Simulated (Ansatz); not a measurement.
# TiNi: the cost of one run

Program: Ansatz 0.2.0. Level of theory: DFT LDA, with the methods named in each step. These are calculated values, not measurements.

### Step 1. The starting structure

Symmetry: P4/mmm, No. 123, tetragonal system. The conventional cell has a = 2.736 Å, b = 2.736 Å, c = 3.581 Å, α = 90.00°, β = 90.00°, γ = 90.00°. Ti (site symmetry 4/mmm) has 8 Ni at 2.64 Å and 4 Ti at 2.74 Å as nearest neighbours. Around Ni (site symmetry 4/mmm) lie 8 Ti at 2.64 Å and 4 Ni at 2.74 Å.

As a file:

```
Ti Ni
1.0
     2.73580    0.00000    0.00000
     0.00000    2.73580    0.00000
     0.00000    0.00000    3.58141
Ti Ni
1 1
Direct
  0.50000 0.50000 0.50000
  0.00000 0.00000 0.00000
```

Atoms are numbered in the order of the input: Ti1, Ni2.

### Step 2. Free moments, LAPW

Input file input.yaml:

```yaml
crystal:
  lattice:
    - [2.735803, 0.0, 0.0]
    - [0.0, 2.735803, 0.0]
    - [0.0, 0.0, 3.58141]
  atoms:
    - { symbol: Ti, position: [0.5, 0.5, 0.5], spin: 1.0 }
    - { symbol: Ni, position: [0.0, 0.0, 0.0], spin: 1.5 }
magnetization:
  spin_polarized: true
kpoints:
  mp_grid: { grid: [12, 12, 9] }
scf:
  occupations: { method: fermi_dirac, width: 0.08 }
  lower_state_search: "off"
hamiltonian:
  xc: lda
  pseudopotentials: { kind: all_electron, lapw: { basis_error: 0.001 } }
output:
  forces: true
  stress: true
  eigenvalues: false
  populations: true
  dos: { projected: true, de: 0.1, e_range: [-8, 5] }
```

Started as:

```
ansatz run input.yaml --threads 1 --pin off --max-ram 3072MiB --backend cpu --events-out ev --progress --plain --runs-dir out
```

Q: Estimate wall time and peak memory on 1 thread of Arm Neoverse V1, shared host.

About 1.7 min, with a peak of 0.69 GiB.
